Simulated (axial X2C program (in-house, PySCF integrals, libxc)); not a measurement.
# Rb₂: bond curves with and without spin–orbit coupling

Aim: find the lowest determinant of Rb₂, scan the bond at several levels and fit the constants, once spin-free and once with spin–orbit coupling.

Method: all-electron X2C, Rb dyall-v2z; program: an in-house X2C program for linear molecules on PySCF integrals.

All values are calculated.

**1. Input**

The input, task.json:

```json
{
 "zs": [
  37,
  37
 ],
 "q": 0,
 "bas": [
  "dyall-v2z",
  "dyall-v2z"
 ],
 "levels": [
  "PBE0",
  "HF",
  "M06",
  "r2SCAN0"
 ],
 "cc": false,
 "r0": 7.14,
 "npts": 10,
 "nst": 2,
 "ntry": 6
}
```

Keys: zs atomic numbers; q charge; bas basis sets; levels methods (HF also brings MP2); cc coupled cluster on or off; r0 starting distance in Å; npts points asked for on the curve; nst determinants followed; ntry starts of the search.

Run with:

```
> python so2c.py task.json out
```

Spin-free means the one-electron spin-free X2C Hamiltonian; two-component (2c) means X2C with spin–orbit coupling and atomic mean-field two-electron Coulomb and Gaunt terms. Basis: Rb dyall-v2z contracted to [10s11p6d]; Gaussian nuclei, density fitting. Masses: Rb 84.912 u.

Notation: σ, π±, δ± give the projection m of an orbital's angular momentum (0, ±1, ±2), α and β its spin, Λ and M_S the sums; ω is the projection of a spinor's total angular momentum and Ω the sum. Logs are in hartree.

The results follow Hamiltonian by Hamiltonian and level by level.

**2. Which state to follow**

PBE0 moves the distance from 7.140 Å to 4.280 Å and compares determinants there.

Spin-free determinants:

```tsv
ΔE (eV)	state	open shells
0.00	M_S = 0, Λ = 0	closed shell
0.60	M_S = 1, Λ = 0	beyond closed shells: 2 × σα
1.24	M_S = 1, Λ = 1	beyond closed shells: σα, π+α
1.48	M_S = 0, Λ = 1	beyond closed shells: σα, π+β
3.03	M_S = 1, Λ = 0	beyond closed shells: π+α, π-α
```

Two-component determinants:

```
ΔE (eV)  state                              open shells
   0.00  Ω = 0                             closed shell
   0.60  Ω = 1        excess of +ω over −ω: 2 × ω = 1/2
   1.25  Ω = 2   excess of +ω over −ω: ω = 1/2, ω = 3/2
   1.49  Ω = 1  excess of +ω over −ω: ω = -1/2, ω = 3/2
   7.05  Ω = 3   excess of +ω over −ω: ω = 1/2, ω = 5/2
```

**3. PBE0, spin-free**

State followed: M_S = 0, Λ = 0 (closed shell). The scan is laid around 4.280 Å, a first estimate of the minimum, and this SCF restarts from the orbitals of the search.

The SCF at the reference distance of 4.280 Å:

```text
spin-free X2C-1e  PBE0
basis functions 146  fitting functions 826  grid points 5810
iter        total energy     max residual
   1      -5961.443192204     9.41e-06
   2      -5961.443192208     7.61e-06
   3      -5961.443192210     9.64e-07
converged
one-electron -8603.71353124  Coulomb 2675.61909426  exact exchange -49.85440998  xc functional -152.75686903  nuclear repulsion 169.26252377
```

Along the bond, energies from the lowest point:

```csv
R (Å),E (eV),HOMO (eV),LUMO (eV),iterations
3.724,0.0996,-2.92,-1.13,7
3.895,0.0442,-2.89,-1.14,7
4.023,0.0186,-2.86,-1.16,7
4.152,0.0044,-2.84,-1.18,7
4.280,0.0000,-2.82,-1.20,3
4.430,0.0051,-2.79,-1.23,7
4.580,0.0194,-2.77,-1.26,7
4.772,0.0482,-2.74,-1.30,7
5.008,0.0951,-2.70,-1.35,7
5.350,0.1777,-2.66,-1.43,8
```

Outer orbitals at the reference distance:

```json
{"symmetry": "σα", "occupied": "yes", "ε (eV)": "-34.52", "atomic character": "100% Rb s"}
{"symmetry": "σα", "occupied": "yes", "ε (eV)": "-34.52", "atomic character": "100% Rb s"}
{"symmetry": "σα", "occupied": "yes", "ε (eV)": "-17.46", "atomic character": "100% Rb p"}
{"symmetry": "π-α", "occupied": "yes", "ε (eV)": "-17.41", "atomic character": "100% Rb p"}
{"symmetry": "π+α", "occupied": "yes", "ε (eV)": "-17.41", "atomic character": "100% Rb p"}
{"symmetry": "π-α", "occupied": "yes", "ε (eV)": "-17.40", "atomic character": "100% Rb p"}
{"symmetry": "π+α", "occupied": "yes", "ε (eV)": "-17.40", "atomic character": "100% Rb p"}
{"symmetry": "σα", "occupied": "yes", "ε (eV)": "-17.35", "atomic character": "100% Rb p"}
{"symmetry": "σα", "occupied": "yes", "ε (eV)": "-2.82", "atomic character": "91% Rb s, 9% Rb p"}
{"symmetry": "σα", "occupied": "no", "ε (eV)": "-1.20", "atomic character": "53% Rb s, 47% Rb p"}
{"symmetry": "π+α", "occupied": "no", "ε (eV)": "-0.56", "atomic character": "100% Rb p"}
{"symmetry": "π-α", "occupied": "no", "ε (eV)": "-0.56", "atomic character": "100% Rb p"}
{"symmetry": "σα", "occupied": "no", "ε (eV)": "-0.25", "atomic character": "85% Rb p, 15% Rb s"}
```

PBE0 fields in the half plane through the axis: z from -2.4 to 6.6 Å across, distance from the axis 0.15 to 2.25 Å upwards; Rb lies at z = 0 and Rb at z = 4.280 Å; the ELF is damped to zero where the density is low.

log10 density (e/bohr³). Ten even steps from ' ' (-3.80 ) to '@' (1.50 ):
```
          ............................................        
      ........::::::::::..............::::::::::........      
    ......::::::::::::::::::::::::::::::::::::::::::......    
    ....::::------------::::::::::::::::------------::......  
  ....::----====++====----::::::::::----==========----::....  
  ..::::--==++++**++++==----::::::::--==++++**++++==----::..  
  ..::--==++****##****++==--::::::----==++**##****++==--::....
....::--==++**%%@@%%**++==--::::::--==++**##@@@@**++==--::....
```

ELF. Ten even steps from '0' (0.02 ) to '9' (0.95 ):
```
0000000000126899996310000000000
0000000000002699973000000000000
0000000010000279830000010000000
0000013443200148510013443200000
0000247888620025300257887520000
0001478888862013101588888852000
0002688222884012102783216873100
0003784636485102103873482874100
```

Re = 4.281 Å, ωe = 56.5 cm⁻¹, ωexe = 0.0936 cm⁻¹, Be = 0.02167 cm⁻¹, De = 0.453 eV.

**4. HF, spin-free**

The SCF at the reference distance of 4.280 Å:

```text
spin-free X2C-1e  HF
basis functions 146  fitting functions 826  grid points 5810
iter        total energy     max residual
   1      -5958.249553120     4.65e-01
   2      -5958.275032050     5.06e-03
   3      -5958.275515410     1.15e-03
   4      -5958.275579688     5.20e-04
   5      -5958.275594998     1.88e-04
   6      -5958.275599770     3.45e-05
   7      -5958.275599946     5.63e-06
   8      -5958.275599953     2.10e-06
   9      -5958.275599954     7.75e-07
converged
one-electron -8602.63759668  Coulomb 2674.59937778  exact exchange -199.49990482  xc functional 0.00000000  nuclear repulsion 169.26252377
```

Re = 4.520 Å, ωe = 52.6 cm⁻¹, ωexe = 0.0656 cm⁻¹, Be = 0.01944 cm⁻¹, De = -0.154 eV.

**5. M06, spin-free**

The SCF at the reference distance of 4.280 Å:

```text
spin-free X2C-1e  M06
basis functions 146  fitting functions 826  grid points 5810
iter        total energy     max residual
   1      -5962.035033352     2.96e-01
   2      -5962.039932609     2.32e-03
   3      -5962.040109683     1.83e-03
   4      -5962.040216990     7.48e-04
   5      -5962.040241966     1.87e-04
   6      -5962.040255589     1.31e-04
   7      -5962.040260010     1.24e-04
   8      -5962.040263520     1.17e-04
   9      -5962.040273856     9.02e-05
  10      -5962.040280170     2.76e-05
  11      -5962.040280075     2.88e-05
  12      -5962.040280405     5.13e-06
  13      -5962.040280411     1.64e-06
  14      -5962.040280412     3.01e-07
converged
one-electron -8603.82705386  Coulomb 2675.76147807  exact exchange -53.85333085  xc functional -149.38389754  nuclear repulsion 169.26252377
```

Re = 4.085 Å, ωe = 64.1 cm⁻¹, Be = 0.02379 cm⁻¹, De = 0.610 eV.

**6. r2SCAN0, spin-free**

Output at 4.280 Å:

```text
spin-free X2C-1e  r2SCAN0
basis functions 146  fitting functions 826  grid points 5810
iter        total energy     max residual
   1      -5961.981377926     1.00e-01
   2      -5961.983369279     1.10e-03
   3      -5961.983388045     8.10e-04
   4      -5961.983392193     6.69e-05
   5      -5961.983392483     1.24e-05
   6      -5961.983392503     9.28e-06
   7      -5961.983392506     1.78e-06
   8      -5961.983392506     5.09e-07
converged
one-electron -8603.67515232  Coulomb 2675.60289403  exact exchange -49.86226589  xc functional -153.31139211  nuclear repulsion 169.26252377
```

Re = 4.325 Å, ωe = 56.5 cm⁻¹, Be = 0.02122 cm⁻¹, De = 0.345 eV.

**7. Correlated methods, spin-free**

Correlated methods: 18 electrons correlated (frozen shells, counted by type: Rb 3 s, 2 p, 1 d), 170 virtual spinors in MP2.

MP2: Re = 4.148 Å, ωe = 60.7 cm⁻¹, Be = 0.02308 cm⁻¹, De = 0.237 eV.

**8. A higher determinant, spin-free**

State: M_S = 1, Λ = 0 (beyond closed shells: 2 × σα).

Output at the reference distance:

```text
spin-free X2C-1e  PBE0
basis functions 146  fitting functions 826  grid points 5810
iter        total energy     max residual
   1      -5961.421140000     8.50e-06
   2      -5961.421140005     5.68e-06
   3      -5961.421140006     1.40e-06
converged
one-electron -8602.60725769  Coulomb 2674.53643331  exact exchange -49.85937334  xc functional -152.75346606  nuclear repulsion 169.26252377
```

```csv
R (Å),E above the lowest PBE0 point (eV)
3.724,0.844
3.895,0.749
4.023,0.691
4.152,0.641
4.280,0.600
4.430,0.560
4.580,0.528
4.772,0.496
5.008,0.469
```

No constants are quoted: the lowest point is the long end of the scan.

**9. The spin-free curves together**

Energy (eV) of the followed determinant, spin-free, from each level's lowest point:

```csv
R (Å),PBE0,HF,MP2,M06,r2SCAN0
3.724,0.100,0.187,0.063,0.048,0.110
3.895,0.044,0.107,0.021,0.012,0.053
4.023,0.019,0.064,0.005,0.000,0.025
4.152,0.004,0.033,0.000,0.000,0.007
4.280,0.000,0.013,0.005,0.009,0.000
4.430,0.005,0.001,0.020,0.030,0.002
4.580,0.019,0.000,0.043,0.057,0.014
4.772,0.048,0.012,0.083,0.102,0.041
5.008,0.095,0.042,0.140,0.167,0.087
5.350,0.178,0.107,0.235,0.264,0.169
```

**10. PBE0, 2c**

State followed: Ω = 0 (closed shell). The scan is laid around 4.280 Å, a first estimate of the minimum, and this SCF restarts from the orbitals of the search.

Output at 4.280 Å:

```text
two-component X2C + atomic mean field  PBE0
basis functions 146  fitting functions 826  grid points 5810
iter        total energy     max residual
   1      -5959.276712454     2.48e-05
   2      -5959.276712455     2.43e-05
   3      -5959.276712466     5.90e-07
   4      -5959.276712466     3.45e-08
converged
one-electron -8598.03605255  Coulomb 2674.44073056  exact exchange -49.83247756  xc functional -152.68977055  nuclear repulsion 169.26252377  atomic mean-field constant -2.42166614
```

Along the bond, energies from the lowest point:

```csv
R (Å),E (eV),HOMO (eV),LUMO (eV),iterations
3.724,0.0995,-2.92,-1.13,7
3.895,0.0441,-2.89,-1.15,7
4.023,0.0185,-2.86,-1.16,7
4.152,0.0043,-2.84,-1.18,7
4.280,0.0000,-2.82,-1.21,4
4.430,0.0052,-2.79,-1.23,7
4.580,0.0195,-2.77,-1.26,7
4.772,0.0483,-2.74,-1.30,7
5.008,0.0953,-2.71,-1.35,7
5.350,0.1779,-2.66,-1.43,8
```

Outer spinors at the reference distance:

| ω | occupied | ε (eV) | atomic character | λ mixture |
| --- | --- | --- | --- | --- |
| 1/2 | yes | -34.53 | 100% Rb s | 100% σ |
| 1/2 | yes | -34.52 | 100% Rb s | 100% σ |
| 1/2 | yes | -18.00 | 100% Rb p | 64% π, 36% σ |
| 1/2 | yes | -17.97 | 100% Rb p | 70% π, 30% σ |
| 1/2 | yes | -17.14 | 100% Rb p | 64% σ, 36% π |
| 3/2 | yes | -17.12 | 100% Rb p | 100% π |
| 3/2 | yes | -17.10 | 100% Rb p | 100% π |
| 1/2 | yes | -17.07 | 100% Rb p | 70% σ, 30% π |
| 1/2 | yes | -2.82 | 91% Rb s, 9% Rb p | 100% σ |
| 1/2 | no | -1.21 | 53% Rb s, 47% Rb p | 100% σ |
| 1/2 | no | -0.57 | 100% Rb p | 100% π |
| 3/2 | no | -0.55 | 100% Rb p | 100% π |
| 1/2 | no | -0.25 | 85% Rb p, 15% Rb s | 100% σ |

PBE0 fields in the half plane through the axis: z from -2.4 to 6.6 Å across, distance from the axis 0.15 to 2.25 Å upwards; Rb lies at z = 0 and Rb at z = 4.280 Å; the ELF is damped to zero where the density is low.

log10 density (e/bohr³). Ten even steps from '0' (-3.80 ) to '9' (1.50 ):
```
0000011111111111111111111110000
0001111222221111111222221111000
0011122222222222222222222211100
0011223333332222222233333321110
0112334454433222223344444332110
0122345565543322223455655433210
0123456676654322233456766543211
1123456898654322234567996543211
```

ELF. Ten even steps from ' ' (0.02 ) to '@' (0.95 ):
```
                    ..::**%%@@@@@@@@**--..                    
                        ::**@@@@@@##--                        
                ..        ::##@@%%--          ..              
          ..--====--::    ..==%%++..    ..--====--::          
        ::==##%%%%%%**--    ::++--    ::++##%%%%##++::        
      ..==##%%%%%%%%%%**::  ..--..  ..++%%%%%%%%%%%%++::      
      ::**%%%%::::::%%%%==  ..::..  ::##%%--::..**%%##--..    
      --##%%==**--**==%%++..  ::..  --%%##--==%%::%%##==..    
```

Re = 4.280 Å, ωe = 56.5 cm⁻¹, ωexe = 0.0936 cm⁻¹, Be = 0.02167 cm⁻¹, De = 0.454 eV.

**11. HF, 2c**

Output at 4.280 Å:

```text
two-component X2C + atomic mean field  HF
basis functions 146  fitting functions 826  grid points 5810
iter        total energy     max residual
   1      -5956.084374594     4.65e-01
   2      -5956.109846550     5.12e-03
   3      -5956.110331065     1.15e-03
   4      -5956.110395524     5.20e-04
   5      -5956.110410861     1.88e-04
   6      -5956.110415639     3.45e-05
   7      -5956.110415815     5.62e-06
   8      -5956.110415822     2.10e-06
   9      -5956.110415823     7.72e-07
converged
one-electron -8596.95977873  Coulomb 2673.42069560  exact exchange -199.41219032  xc functional 0.00000000  nuclear repulsion 169.26252377  atomic mean-field constant -2.42166614
```

Re = 4.519 Å, ωe = 52.6 cm⁻¹, ωexe = 0.0655 cm⁻¹, Be = 0.01944 cm⁻¹, De = -0.155 eV.

**12. M06, 2c**

Output at 4.280 Å:

```text
two-component X2C + atomic mean field  M06
basis functions 146  fitting functions 826  grid points 5810
iter        total energy     max residual
   1      -5959.868679902     2.96e-01
   2      -5959.873586345     2.32e-03
   3      -5959.873761821     1.83e-03
   4      -5959.873869473     7.50e-04
   5      -5959.873895155     1.94e-04
   6      -5959.873910111     1.42e-04
   7      -5959.873915324     1.34e-04
   8      -5959.873919546     1.25e-04
   9      -5959.873932333     8.31e-05
  10      -5959.873936626     1.67e-05
  11      -5959.873936682     5.22e-06
  12      -5959.873936684     3.64e-06
converged
one-electron -8598.15397539  Coulomb 2674.58766289  exact exchange -53.82967387  xc functional -149.31880795  nuclear repulsion 169.26252377  atomic mean-field constant -2.42166614
```

Re = 4.088 Å, ωe = 63.7 cm⁻¹, ωexe = 0.204 cm⁻¹, Be = 0.02376 cm⁻¹, De = 0.609 eV.

**13. r2SCAN0, 2c**

The SCF at the reference distance of 4.280 Å:

```text
two-component X2C + atomic mean field  r2SCAN0
basis functions 146  fitting functions 826  grid points 5810
iter        total energy     max residual
   1      -5959.813351289     9.99e-02
   2      -5959.815355765     1.11e-03
   3      -5959.815374635     8.08e-04
   4      -5959.815378754     6.72e-05
   5      -5959.815379045     1.24e-05
   6      -5959.815379065     9.31e-06
   7      -5959.815379068     1.79e-06
   8      -5959.815379068     5.15e-07
converged
one-electron -8597.99694214  Coulomb 2674.42377887  exact exchange -49.84032653  xc functional -153.24274691  nuclear repulsion 169.26252377  atomic mean-field constant -2.42166614
```

Re = 4.325 Å, ωe = 56.5 cm⁻¹, Be = 0.02123 cm⁻¹, De = 0.345 eV.

**14. MP2, 2c**

Correlated methods: 18 electrons correlated (frozen shells, counted by type: Rb 3 s, 2 p, 1 d), 170 virtual spinors in MP2.

MP2: Re = 4.147 Å, ωe = 60.7 cm⁻¹, Be = 0.02308 cm⁻¹, De = 0.237 eV.

**15. A higher determinant, 2c**

State: Ω = 1 (excess of +ω over −ω: 2 × ω = 1/2).

Output at the reference distance:

```text
two-component X2C + atomic mean field  PBE0
basis functions 146  fitting functions 826  grid points 5810
iter        total energy     max residual
   1      -5959.254655315     8.13e-06
   2      -5959.254655316     7.35e-06
converged
one-electron -8596.93205451  Coulomb 2673.36043735  exact exchange -49.83746286  xc functional -152.68643294  nuclear repulsion 169.26252377  atomic mean-field constant -2.42166614
```

```csv
R (Å),E above the lowest PBE0 point (eV)
3.724,0.844
3.895,0.749
4.023,0.691
4.152,0.641
4.280,0.600
4.430,0.560
4.580,0.529
4.772,0.497
5.008,0.469
```

No constants are quoted: the lowest point is the long end of the scan.

**16. The 2c curves together**

Energy (eV) of the followed determinant, 2c, from each level's lowest point:

```csv
R (Å),PBE0,HF,MP2,M06,r2SCAN0
3.724,0.099,0.186,0.063,0.048,0.110
3.895,0.044,0.107,0.021,0.012,0.053
4.023,0.019,0.064,0.005,0.000,0.025
4.152,0.004,0.033,0.000,0.000,0.007
4.280,0.000,0.013,0.005,0.009,0.000
4.430,0.005,0.001,0.020,0.030,0.002
4.580,0.019,0.000,0.044,n/a,0.014
4.772,0.048,0.012,0.083,0.103,0.041
5.008,0.095,0.042,0.141,0.168,0.087
5.350,0.178,0.107,0.235,0.265,0.169
```

Time for the job: 2.8 min (1 thread, shared host).

**17. Constants**

Lowest determinant that the search found at its distance, spin-free: M_S = 0, Λ = 0 (closed shell).

Lowest determinant that the search found at its distance, 2c: Ω = 0 (closed shell).

| Hamiltonian | level | Re (Å) | ωe (cm⁻¹) | De (eV) |
| --- | --- | --- | --- | --- |
| spin-free | PBE0 | 4.281 | 56.5 | 0.453 |
| spin-free | HF | 4.520 | 52.6 | -0.154 |
| spin-free | MP2 | 4.148 | 60.7 | 0.237 |
| spin-free | M06 | 4.085 | 64.1 | 0.610 |
| spin-free | r2SCAN0 | 4.325 | 56.5 | 0.345 |
| 2c | PBE0 | 4.280 | 56.5 | 0.454 |
| 2c | HF | 4.519 | 52.6 | -0.155 |
| 2c | MP2 | 4.147 | 60.7 | 0.237 |
| 2c | M06 | 4.088 | 63.7 | 0.609 |
| 2c | r2SCAN0 | 4.325 | 56.5 | 0.345 |

Time per point (s) on 1 thread, shared host (2c runs); the times are rough: PBE0 0.67, HF 0.42, MP2 0.75, M06 2.9, r2SCAN0 1.2.

In words: At MP2, going from spin-free to two-component changes Re by -1 mÅ, ωe by 0.0 %, which is small (part of it comes from the scalar share of the two-electron terms). De moves by 0.00 eV; both De rest on single-determinant atoms, which can miss part of an open shell's spin–orbit lowering. De is negative at HF: there the minimum lies above the ground-state fragments.

De refers to Rb + Rb, each in the lowest determinant found, which need not be this curve's own limit. The state is a single determinant with fixed occupations, the lowest that a limited PBE0 search found. Closed shells are restricted here (equal orbitals for both partners), which fails at long range if the bond breaks into open shells. Dissociation energies refer to the lowest single-determinant-based atoms at the same level and basis. The meta-GGAs lack a current-density term, which matters for open shells with orbital currents, atoms included. Some points did not converge and are left out.
